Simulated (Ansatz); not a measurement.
**ReBi (CsCl type): how the settings move a single-point run**

Aim: see which settings change the result for ReBi (CsCl type), by how much, and at what cost.

Method: reference: DFT, PBE, PAW with Ansatz's default frozen-core files, scalar-relativistic, in Ansatz 0.2.0.

1 further run of the same task is left out (it didn't finish). Runs told in other sessions of the task aren't counted.

## Step 1: The system as given

It takes space group Pm-3m (No. 221, cubic). The conventional cell has a = 3.015 Å, b = 3.015 Å, c = 3.015 Å, α = 90.00°, β = 90.00°, γ = 90.00°. Re (site symmetry m-3m) is surrounded by 8 Bi at 2.61 Å. Bi (site symmetry m-3m) has 8 Re at 2.61 Å in its first shell of neighbours.

Structure file:

```cif
data_structure
_symmetry_space_group_name_H-M 'P 1'
_symmetry_Int_Tables_number 1
_cell_length_a 3.0151
_cell_length_b 3.0151
_cell_length_c 3.0151
_cell_angle_alpha 90.000
_cell_angle_beta 90.000
_cell_angle_gamma 90.000
_cell_volume 27.41
loop_
_atom_site_label
_atom_site_type_symbol
_atom_site_fract_x
_atom_site_fract_y
_atom_site_fract_z
_atom_site_occupancy
Re1 Re 0.00000 0.00000 0.00000 1
Bi1 Bi 0.50000 0.50000 0.50000 1
```

## Step 2: The reference run

input.yaml

```yaml
crystal:
  lattice:
    - [3.0150984184, 0.0, 0.0]
    - [0.0, 3.0150984184, 0.0]
    - [0.0, 0.0, 3.0150984184]
  atoms:
    - { symbol: Re, position: [0.0, 0.0, 0.0] }
    - { symbol: Bi, position: [0.5, 0.5, 0.5] }
kpoints:
  mp_grid: { grid: [11, 11, 11] }
scf:
  occupations: { method: fermi_dirac, width: 0.05 }
hamiltonian:
  xc: pbe
  pseudopotentials: { kind: paw }
output:
  forces: true
  stress: true
  eigenvalues: true
  populations: true
  write_density: true
  write_potential: true
  elf: true
  volumetric_format: npy
```

Launch:

```bash
$ ansatz run input.yaml --threads 1 --pin off --max-ram 2048MiB --backend cpu --events-out ev --progress --plain --runs-dir out
```

## Step 3: Changed: preconditioner resta, dispersion d4

Edit input.yaml of step 2 so:

```diff
@@ -12,2 +12,3 @@
   occupations: { method: fermi_dirac, width: 0.05 }
+  mixing: { preconditioner: resta }
 hamiltonian:
@@ -15,2 +16,3 @@
   pseudopotentials: { kind: paw }
+  dispersion: d4
 output:
@@ -20,5 +22 @@
   populations: true
-  write_density: true
-  write_potential: true
-  elf: true
-  volumetric_format: npy
```

Q: Predict the outcome of this session. Wanted: for each run, ending; energy change; pressure; gap; force.

**Answer**, as computed:

| run | ending | energy change | pressure (GPa) | gap (eV) | force (eV/Å) | cycles | time |
| --- | --- | --- | --- | --- | --- | --- | --- |
| reference | converged | 0 | 133.4 | 0.00 | 0.00 | 6 | 3 s |
| 1: preconditioner resta, dispersion d4 | converged | -951.7 meV/atom (offset of the dispersion model) | 123.4 | 0.00 | 0.00 | 6 | 2.9 s |

Times don't compare one to one where runs were asked for different outputs or read a saved state (see the inputs); cycles may leave out searches for a lower state.

Residual by cycle in the longest SCF loop of each run; runs are numbered as in the table. The quantity is the density residual dr2, in eV.

```csv
cycle,reference,run 1
1,0.077,0.077
2,0.0396,0.0223
3,3.1e-4,1.9e-4
4,2.8e-5,1.4e-5
5,2.8e-7,2.9e-7
6,9.4e-9,1.1e-8
```

What this shows: The energy moves by -951.7 meV/atom, nearly all of it the dispersion term itself (-951.7 meV/atom); that offset belongs to the model and is no gain or loss of stability; the pressure goes from 133.4 to 123.4 GPa. The structure is not at rest: the sound run finds 133 GPa, so these are no properties of the relaxed crystal. 
